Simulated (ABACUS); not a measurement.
HfIn4SiO6:

```
CELL_PARAMETERS angstrom
2.41418 -8.12947 -0.00361
2.41418 8.12947 -0.00361
-0.98872 0.00000 4.73072
ATOMIC_POSITIONS crystal
Hf 0.00000 0.00000 0.00000
In 0.66321 0.33679 0.00000
In 0.16197 0.83803 0.50000
In 0.33679 0.66321 0.00000
In 0.83803 0.16197 0.50000
Si 0.50000 0.50000 0.50000
O 0.73033 0.73033 0.27051
O 0.26967 0.26967 0.72949
O 0.19575 0.35695 0.27609
O 0.64305 0.80425 0.72391
O 0.80425 0.64305 0.72391
O 0.35695 0.19575 0.27609
```

The cell was built by a generator and needn't be a form met in nature.

Base run:

```yaml
Program: ABACUS 3.10.1
Functional: TPSS
Potentials_or_basis: SG15 ONCV 1.2 PBE
Cutoff: 1361 eV
Density_cutoff: 5442 eV
Basis: DZP LCAO (the cutoffs set its grid)
k_mesh: 4 × 4 × 4
Occupations: fermi-dirac, width 0.05 eV
Spin: no spin polarisation
```

Its results: band gap on the k mesh 0.29 eV, direct; pressure -0.2 GPa; largest force 0.528 eV/Å.

Problem. After a change of settings the same cell gave: band gap on the k mesh 0.28 eV, direct; pressure 1.8 GPa; largest force 0.601 eV/Å. Which change was it?
A. functional from TPSS to WC
B. functional from TPSS to PW91
C. functional from TPSS to LDA
D. functional from TPSS to PBEsol

Solution. B.

Caveats: the atomic orbitals were generated for these runs and aren't a published set; the potentials were made for another functional, which shifts forces and pressure; spin-orbit coupling is left out, which moves the levels of the heavy elements; the basis of atomic orbitals isn't converged, which shifts pressures, moduli and gaps.

Runs at the PBE level aren't shown here.
